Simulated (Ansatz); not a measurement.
# TaCuN2: the cost of one run

Method: DFT PBEsol+U (U = 6 eV, J = 0.9 eV on Cu d, Ta d), plane waves, PAW, no spin–orbit coupling unless a run says so, in Ansatz 0.2.0.

## 1. The structure to begin with

Symmetry: R-3m, No. 166, trigonal system. Conventional cell: a = 3.136 Å, b = 3.136 Å, c = 17.438 Å, α = 90.00°, β = 90.00°, γ = 120.00°. Around Ta (site symmetry -3m) lie 6 N at 1.99 Å. Cu (site symmetry -3m) has 2 N at 2.08 Å as nearest neighbours. N (site symmetry 3m) is surrounded by 3 Ta at 1.99 Å and 1 Cu at 2.08 Å.

Structure file:

```
Ta Cu N
1.0
     1.56800    0.90529    5.81267
    -1.56800    0.90529    5.81267
     0.00000   -1.81057    5.81267
Ta Cu N
1 1 2
Direct
  0.50000 0.50000 0.50000
  0.00000 0.00000 0.00000
  0.11900 0.11900 0.11900
  0.88100 0.88100 0.88100
```

Magnetic order typed: ferromagnetic.

An earlier series on this cell reached its lowest free state from «random orbitals: single harmonics, first filling», perhaps among other starts (it ended without moments).

## 2. Random orbitals: single harmonics, second filling

input.yaml

```yaml
crystal:
  lattice:
    - [1.56800068, 0.90528562, 5.81266905]
    - [-1.56800068, 0.90528562, 5.81266905]
    - [0.0, -1.81057123, 5.81266905]
  atoms:
    - { symbol: Ta, position: [0.5, 0.5, 0.5], spin: 1.0 }
    - { symbol: Cu, position: [0.0, 0.0, 0.0], spin: 1.0 }
    - { symbol: "N", position: [0.119, 0.119, 0.119] }
    - { symbol: "N", position: [0.881, 0.881, 0.881] }
basis:
  ecutwfc: 420
  ecutrho_ratio: 4
kpoints:
  mp_grid: { grid: [7, 7, 7] }
hamiltonian:
  xc: pbesol
  hubbard:
    sites:
      - { site: 0, l: d, u: 6.0, j: 0.9, starting_ns: [{ spin: up, occupation_matrix: s0up }, { spin: down, occupation_matrix: s0down }] }
      - { site: 1, l: d, u: 6.0, j: 0.9, starting_ns: [{ spin: up, occupation_matrix: s1up }, { spin: down, occupation_matrix: s1down }] }
    occupation_matrices:
      s0up:
        matrix:
          - [0.02, 0.0, 0.0, 0.0, 0.0]
          - [0.0, 0.02, 0.0, 0.0, 0.0]
          - [0.0, 0.0, 0.02, 0.0, 0.0]
          - [0.0, 0.0, 0.0, 0.97, 0.0]
          - [0.0, 0.0, 0.0, 0.0, 0.02]
      s0down:
        matrix:
          - [0.02, 0.0, 0.0, 0.0, 0.0]
          - [0.0, 0.02, 0.0, 0.0, 0.0]
          - [0.0, 0.0, 0.02, 0.0, 0.0]
          - [0.0, 0.0, 0.0, 0.02, 0.0]
          - [0.0, 0.0, 0.0, 0.0, 0.02]
      s1up:
        matrix:
          - [0.97, 0.0, 0.0, 0.0, 0.0]
          - [0.0, 0.97, 0.0, 0.0, 0.0]
          - [0.0, 0.0, 0.97, 0.0, 0.0]
          - [0.0, 0.0, 0.0, 0.97, 0.0]
          - [0.0, 0.0, 0.0, 0.0, 0.97]
      s1down:
        matrix:
          - [0.97, 0.0, 0.0, 0.0, 0.0]
          - [0.0, 0.97, 0.0, 0.0, 0.0]
          - [0.0, 0.0, 0.97, 0.0, 0.0]
          - [0.0, 0.0, 0.0, 0.97, 0.0]
          - [0.0, 0.0, 0.0, 0.0, 0.02]
    ns_hold: until_converged
scf:
  occupations: { method: gaussian, width: 0.05 }
  lower_state_search: "off"
  max_iter: 150
output:
  forces: true
  stress: true
  eigenvalues: true
  populations: true
  hubbard: { sites: [{ site: 0, l: d }, { site: 1, l: d }] }
magnetization:
  spin_polarized: true
```

The typed matrices put 0.97 on the chosen orbitals and 0.02 on the others, and are held until the SCF converges, then released.

Started as:

```sh
ansatz run input.yaml --threads 2 --pin off --max-ram 3072MiB --backend cpu --events-out ev --progress --plain --runs-dir out
```

What time and memory should one allow on 2 threads of Intel Xeon Platinum 8488C (Sapphire Rapids), shared host?

About 27 s, with a peak of 0.66 GiB.
